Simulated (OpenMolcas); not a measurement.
**Fe²⁺ among point charges: CASSCF and CASPT2 levels and susceptibility**

How does a field of 4 point charges split the states of Fe²⁺, and what χT follows?

Program: OpenMolcas 26.06. Level of theory: state-averaged CASSCF and CASPT2, spin-orbit coupling by RASSI with atomic mean-field integrals. These are calculated values, not measurements, unless marked.

### Step 1. The system

- Species: Fe²⁺ (iron, Z = 26, 24 electrons)
- Basis: ANO-RCC-VDZP [5s4p2d1f], 34 functions
- Scalar Hamiltonian: DKH2, point nucleus
- Inactive shells: 1s 2s 2p 3s 3p
- Active space: 6 electrons in 5 orbitals (3d)
- Some configurations of this space: 3d6
- Orbitals: optimised for each spin and parity, averaged over all roots

Outer shells as boxes (Hund's rule):

3d6
```
3d [↑↓][↑ ][↑ ][↑ ][↑ ]
```

The ion sits among 4 point charges of -1.5 e arranged as a tetrahedron (Td), 1.82 Å from the ion.

The work runs as a chain of OpenMolcas steps in one folder; each step below is one input file. Labels, J, g values, rates, χT and fits are worked out afterwards by a script from the matrices that RASSI stores.

### Step 2. GATEWAY and SEWARD: basis and integrals

Input file a.inp:

```
&GATEWAY
Coord
1

Fe 0.0 0.0 0.0
Basis=ANO-RCC-VDZP
Group=NoSym
NoMove
AngMom=0.0 0.0 0.0
AMFI
XField
4 Angstrom 0
1.050777 1.050777 1.050777 -1.500000
1.050777 -1.050777 -1.050777 -1.500000
-1.050777 1.050777 -1.050777 -1.500000
-1.050777 -1.050777 1.050777 -1.500000
&SEWARD
```

The run is started by

```sh
OMP_NUM_THREADS=1 MOLCAS_MEM=1689 MOLCAS_PROJECT=a pymolcas a.inp > a.log
```

The log of the run:

```text
Basis set label: FE.ANO-RCC...5S4P2D1F.

      Electronic valence basis set:
      ------------------
      Associated Effective Charge  26.000000 au
      Associated Actual Charge     26.000000 au
      Nuclear Model: Point charge

      Shell  nPrim  nBasis  Cartesian Spherical Contaminant
         s      21       5        X
         p      15       4        X
         d      10       2                 X
         f       6       1                 X
                  Relativistic Douglas-Kroll-Hess integrals:
                    - DKH order of Hamiltonian: 2
                    - DKH order of Properties : 0
                  Atomic mean-field integrals
```

### Step 3. Reference wave functions, quintets, 5 roots

Input file a.inp:

```
&RASSCF
FileOrb=start.orb
Symmetry=1
Spin=5
nActEl=6 0 0
Inactive=9
Ras2=5
CIRoot=5 5 1
SDav=5
CIMx=300
Iter=120 100
PrWF=0.3
OrbListing=Nothing
MaxOrb=0
>>> COPY $Project.JobIph JOB001
```

start.orb holds the contracted functions of the basis, ordered by shell, or the orbitals of the step before.

The log of the run (excerpt; [...] marks lines left out):

```text
[...]
      Number of active orbitals                  5
[...]
      Spin quantum number                      2.0
[...]
      Active orbitals                            5
[...]
      Number of CSFs                             5
      Number of root(s) required                 5
[...]
      Convergence after 10 iterations
[...]
      Natural orbitals and occupation numbers for root  1
      sym 1:   2.000000   1.000000   1.000000   1.000000   1.000000
      Natural orbitals and occupation numbers for root  2
      sym 1:   1.000000   2.000000   1.000000   1.000000   1.000000
      Natural orbitals and occupation numbers for root  3
      sym 1:   2.000000   1.000000   1.000000   1.000000   1.000000
::    RASSCF root number  1 Total energy:  -1274.03072428
::    RASSCF root number  2 Total energy:  -1274.03072428
::    RASSCF root number  3 Total energy:  -1274.02102198
::    RASSCF root number  4 Total energy:  -1274.02102198
::    RASSCF root number  5 Total energy:  -1274.02102198
```

### Step 4. Reference wave functions, triplets, 45 roots

Input file a.inp:

```
&RASSCF
FileOrb=start.orb
Symmetry=1
Spin=3
nActEl=6 0 0
Inactive=9
Ras2=5
CIRoot=45 45 1
SDav=45
CIMx=300
Iter=120 100
PrWF=0.3
OrbListing=Nothing
MaxOrb=0
>>> COPY $Project.JobIph JOB002
```

The log of the run (excerpt; [...] marks lines left out):

```text
[...]
      Number of active orbitals                  5
[...]
      Spin quantum number                      1.0
[...]
      Active orbitals                            5
[...]
      Number of CSFs                            45
      Number of root(s) required                45
[...]
      Convergence after  9 iterations
[...]
      Natural orbitals and occupation numbers for root  1
      sym 1:   1.006302   1.820521   1.642260   0.524613   1.006305
      Natural orbitals and occupation numbers for root  2
      sym 1:   0.523377   1.652613   1.812202   1.004267   1.007541
      Natural orbitals and occupation numbers for root  3
      sym 1:   1.812194   0.523376   1.652623   1.004267   1.007540
::    RASSCF root number  1 Total energy:  -1273.93315512
::    RASSCF root number  2 Total energy:  -1273.93315512
::    RASSCF root number  3 Total energy:  -1273.93315512
[...]
::    RASSCF root number 27 Total energy:  -1273.89999163
::    RASSCF root number 28 Total energy:  -1273.89409593
::    RASSCF root number 29 Total energy:  -1273.89409593
::    RASSCF root number 30 Total energy:  -1273.89409593
```

### Step 5. CASSCF: singlets, 50 roots

Input file a.inp:

```
&RASSCF
FileOrb=start.orb
Symmetry=1
Spin=1
nActEl=6 0 0
Inactive=9
Ras2=5
CIRoot=50 50 1
SDav=50
CIMx=300
Iter=120 100
PrWF=0.3
OrbListing=Nothing
MaxOrb=0
>>> COPY $Project.JobIph JOB003
```

The log of the run (excerpt; [...] marks lines left out):

```text
[...]
      Number of active orbitals                  5
[...]
      Spin quantum number                      0.0
[...]
      Active orbitals                            5
[...]
      Number of CSFs                            50
      Number of root(s) required                50
[...]
      Convergence after  8 iterations
[...]
      Natural orbitals and occupation numbers for root  1
      sym 1:   0.744560   1.634419   1.733412   1.141444   0.746166
      Natural orbitals and occupation numbers for root  2
      sym 1:   1.010220   1.634419   1.733412   0.613336   1.008613
      Natural orbitals and occupation numbers for root  3
      sym 1:   0.474533   1.839973   1.674074   0.881191   1.130229
::    RASSCF root number  1 Total energy:  -1273.88374299
::    RASSCF root number  2 Total energy:  -1273.88374299
::    RASSCF root number  3 Total energy:  -1273.88314525
[...]
::    RASSCF root number 27 Total energy:  -1273.82496240
::    RASSCF root number 28 Total energy:  -1273.82496240
::    RASSCF root number 29 Total energy:  -1273.79881133
::    RASSCF root number 30 Total energy:  -1273.79881133
```

### Step 6. RASSI: spin-orbit coupling between the states

Input file a.inp:

```
&RASSI
NrOfJobIphs=3 5 45 50
1 2 3 4 5
1 2 3 4 5 6 7 8 9 10 11 12 13 14 15 16 17 18 19 20 21 22 23 24 25 26 27
28 29 30 31 32 33 34 35 36 37 38 39 40 41 42 43 44 45
1 2 3 4 5 6 7 8 9 10 11 12 13 14 15 16 17 18 19 20 21 22 23 24 25 26 27
28 29 30 31 32 33 34 35 36 37 38 39 40 41 42 43 44 45 46 47 48 49 50
IphNames
JOB001
JOB002
JOB003
EJob
SpinOrbit
DIPRint=1.0
SOCoupling=1000.0
Subsets=2
Property=9
'ANGMOM' 1 'ANGMOM' 2 'ANGMOM' 3 'MLTPL  1' 1 'MLTPL  1' 2 'MLTPL  1' 3
'AMFI' 1 'AMFI' 2 'AMFI' 3
SOProperty=3
'ANGMOM' 1 'ANGMOM' 2 'ANGMOM' 3
```

The log of the run (excerpt; [...] marks lines left out):

```text
SPIN-FREE ENERGIES:
  (Shifted by EMIN (a.u.) =      -1274.0307242829)
 SF State       Relative EMIN(au)   Rel lowest level(eV)    D:o, cm**(-1)      L_eff
     1             0.0000000000        0.0000000000              0.0000         2.0
     2             0.0000000000        0.0000000000              0.0000         2.0
     3             0.0097023066        0.2640132114           2129.4102         2.0
     4             0.0097023066        0.2640132114           2129.4102         2.0
     5             0.0097023066        0.2640132114           2129.4102         2.0
     6             0.0975691650        2.6549922345          21413.9565         4.7
     7             0.0975691650        2.6549922345          21413.9565         4.7
     8             0.0975691650        2.6549922345          21413.9565         4.7
     9             0.1011893943        2.7535036926          22208.5050         5.0
    10             0.1011893943        2.7535036926          22208.5050         5.0
[...]
Eigenvalues of complex Hamiltonian:
   -----------------------------------
  (Shifted by EMIN (a.u.) =      -1274.0307242829)
 SO State       Relative EMIN(au)   Rel lowest level(eV)    D:o, cm**(-1)     J-value
     1            -0.0006472333        0.0000000000              0.0000         2.8
     2            -0.0005309711        0.0031636535             25.5166         3.1
     3            -0.0005309711        0.0031636535             25.5166         3.1
     4            -0.0005309711        0.0031636535             25.5166         1.6
     5            -0.0004140186        0.0063460929             51.1847         2.6
     6            -0.0004140186        0.0063460929             51.1847         2.7
     7            -0.0002452505        0.0109385084             88.2250         2.6
     8            -0.0002452505        0.0109385084             88.2250         2.5
     9            -0.0002452505        0.0109385084             88.2250         2.5
    10            -0.0000645349        0.0158560291            127.8875         2.4
    11             0.0082335191        0.2416575817           1949.0998         2.8
[...]
```

Time for these steps: 20 s (1 thread of Intel Xeon 6975P-C (Granite Rapids), shared host).

Spin-free states, with their symmetry labels:

```
state  degeneracy  E (cm-1)  free-ion L (%)
   5E           2         0         D (100)
  5T2           3      2129         D (100)
  3T1           3     21414          H (87)
   3E           2     22209          H (99)
  3T2           3     23246          H (90)
  3T1           3     23529          H (73)
  3T1           3     25148          P (45)
  3A2           1     25711         F (100)
  3T2           3     26326          F (86)
  3A1           1     27782         G (100)
  3T1           3     27820          F (70)
   3E           2     28585          G (98)
  3T1           3     28693          G (87)
  3T2           3     29986          G (95)
   1E           2     32259          I (94)
  1T2           3     32390          I (85)
  1A2           1     33192         I (100)
  1T2           3     33881          G (51)
  1A1           1     34055          I (67)
  1T1           3     34147          I (72)
  1T2           3     35095          I (66)
   1E           2     36084          G (95)
   3E           2     36381          D (99)
  3T2           3     37198          D (99)
```

With spin-orbit coupling:

```csv
E (cm-1),Degeneracy,Label,2S+1
0.0,1,A1,5
25.5,3,T1,5
51.2,2,E,5
88.2,3,T2,5
127.9,1,A2,5
1949,3,T2,5
2173,3,T1,5
2206,2,E,5
2476,3,T2,5
2516,3,T1,5
2558,1,A1,5
21382,1,A1,3
21449,3,T1,3
21531,3,T2,3
21571,2,E,3
22306,3,T1,3
22307,3,T2,3
23167,1,A2,3
23245,3,T2,3
23305,2,E,3
23336,3,T2,3
23399,2,E,3
23456,3,T1,3
23908,3,T1,3
```

The table of states holds 24 of 43 computed; the rest, higher up, is left out.

Powder χT (cm³ K/mol): 0.45 at 2 K, 1.12 at 5 K, 2.11 at 10 K, 3.09 at 20 K, 3.64 at 50 K, 3.73 at 100 K, 3.74 at 150 K, 3.75 at 200 K, 3.76 at 250 K, 3.78 at 300 K.

Orbitals of the lowest block (energies include the constant potential of the surroundings):

```
shell     space  energy (hartree)  mean occupation  ⟨r²⟩ (bohr²)
   1s  inactive         -262.6211            2.000       0.00455
   2s  inactive          -31.3807            2.000        0.0831
   2p  inactive          -26.4515            6.000        0.0677
   3s  inactive           -3.2070            2.000         0.759
   3p  inactive           -1.7209            6.000         0.873
   3d      RAS2                              6.000          1.57
```

### Step 7. CASPT2: IPEA 0.25, imaginary shift 0.1 (closed shells correlated: 3s 3p)

Input file a.inp:

```
>>> COPY JOB001 $Project.JobIph
&CASPT2
Multistate=5 1 2 3 4 5
NoMult
Frozen=5
IPEA=0.25
Imaginary=0.1
MaxIter=60
WThr=0.0 0.3 0.05
PrWF=0.5
NoMix
>>> COPY JOB002 $Project.JobIph
&CASPT2
Multistate=45 1 2 3 4 5 6 7 8 9 10 11 12 13 14 15 16 17 18 19 20 21 22
23 24 25 26 27 28 29 30 31 32 33 34 35 36 37 38 39 40 41 42 43 44 45
NoMult
Frozen=5
IPEA=0.25
Imaginary=0.1
MaxIter=60
WThr=0.0 0.3 0.05
PrWF=0.5
NoMix
>>> COPY JOB003 $Project.JobIph
&CASPT2
Multistate=50 1 2 3 4 5 6 7 8 9 10 11 12 13 14 15 16 17 18 19 20 21 22
23 24 25 26 27 28 29 30 31 32 33 34 35 36 37 38 39 40 41 42 43 44 45 46
47 48 49 50
NoMult
Frozen=5
IPEA=0.25
Imaginary=0.1
MaxIter=60
WThr=0.0 0.3 0.05
PrWF=0.5
NoMix
```

The log of the run (excerpt; [...] marks lines left out):

```text
[...]
      Active orbitals                            5
[...]
      E2 (Variational):          -0.3449189607
      Total energy:           -1274.3756432436
[...]
::    CASPT2 Root  1     Total energy:  -1274.37564324
::    CASPT2 Root  2     Total energy:  -1274.37564556
[...]
::    CASPT2 Root 27     Total energy:  -1274.20075321
::    CASPT2 Root 28     Total energy:  -1274.20074036
::    CASPT2 Root 29     Total energy:  -1274.17293448
::    CASPT2 Root 30     Total energy:  -1274.17260958
```

This run: 5.4 s of run time, 1 thread of Intel Xeon 6975P-C (Granite Rapids), shared host.

SS-CASPT2: lowest energy less the reference's lowest, -0.3449 hartree; reference weights 0.924 to 0.938.

States without spin-orbit coupling:

```
state  degeneracy  E (cm-1)  free-ion L (%)
   5E           2         0         D (100)
  5T2           3      2209         D (100)
  3T1           3     20430          H (87)
   3E           2     20585          H (99)
  3T1           3     20835          H (73)
  3T2           3     21370          H (90)
  3T1           3     21542          P (45)
  3A2           1     21861         F (100)
  3T2           3     22966          F (86)
  3A1           1     24949         G (100)
  3T1           3     25337          F (70)
  3T1           3     25844          G (87)
   3E           2     26063          G (98)
  3T2           3     27567          G (95)
   1E           2     30498          I (94)
  1T2           3     30713          I (85)
  1A2           1     30724         I (100)
  1T2           3     30785          G (51)
  1A1           1     31053          I (67)
  1T1           3     31445          I (72)
   3E           2     31946          D (99)
  1T2           3     32594          I (66)
  3T2           3     32819          D (99)
   1E           2     33251          G (95)
```

With spin-orbit coupling:

```tsv
E (cm-1)	Degeneracy	Label	2S+1
0	1	A1	5
25	3	T1	5
51	2	E	5
87	3	T2	5
130	1	A2	5
2020	3	T2	5
2250	3	T1	5
2280	2	E	5
2550	3	T2	5
2590	3	T1	5
2630	1	A1	5
20370	1	A1	3
20430	3	T1	3
20430	3	T2	3
20450	2	E	3
20620	3	T2	3
20690	3	T1	3
20700	2	E	3
20730	3	T2	3
21170	3	T1	3
21290	2	E	3
21290	1	A2	3
21320	3	T2	3
21370	1	A1	3
```

Powder χT (cm³ K/mol): 0.45 at 2 K, 1.12 at 5 K, 2.10 at 10 K, 3.07 at 20 K, 3.61 at 50 K, 3.70 at 100 K, 3.71 at 150 K, 3.72 at 200 K, 3.74 at 250 K, 3.75 at 300 K.

### Step 8. The methods side by side

A. CASSCF
B. SS-CASPT2, IPEA 0.25, imaginary shift 0.1 (closed shells correlated: 3s 3p)

```
method  ground state  first state of that spin (cm-1)  first gap with spin-orbit (cm-1)  χT at 300 K
     A            5E                         5T2 2129                              25.5         3.78
     B            5E                         5T2 2209                              25.3         3.75
```

### Step 9. What came out

| quantity | value |
| --- | --- |
| method | SS-CASPT2, IPEA 0.25, imaginary shift 0.1 (closed shells correlated: 3s 3p) |
| spin-free ground state | 5E, 2-fold in its orbital part |
| first state of the same spin within the active space | 5T2 at 2210 cm⁻¹ |
| lowest level | 1-fold A1 |
| next level | 25.3 cm⁻¹ |
| χT at 300 K | 3.75 cm³ K/mol |
| effective moment at 300 K | 5.48 μB |

Cost by method:

```
                                              method  time of its own steps  time with the reference
                                           A. CASSCF                   20 s                     20 s
B. SS-CASPT2, IPEA 0.25, imaginary shift 0.1, +3s 3p                  5.4 s                     25 s
```

Times are of one thread on a shared host.

What this shows: The spin-free ground state (5E) comes to 100 % from free-ion D terms and keeps the highest spin of the shell. χT at 300 K is 3.75, against 3.01 cm³ K/mol for the spin alone, so orbital moment adds to it. An active space of the d shell alone favours high spin; real ions in strong fields can be low spin. CASPT2 does not keep the components of a term degenerate, and the means are used. An orbital doublet at a regular site is open to a Jahn-Teller distortion, which this geometry leaves out. The field of point charges can differ much from that of real complexes. This is an electrostatic model: the charges have no orbitals.
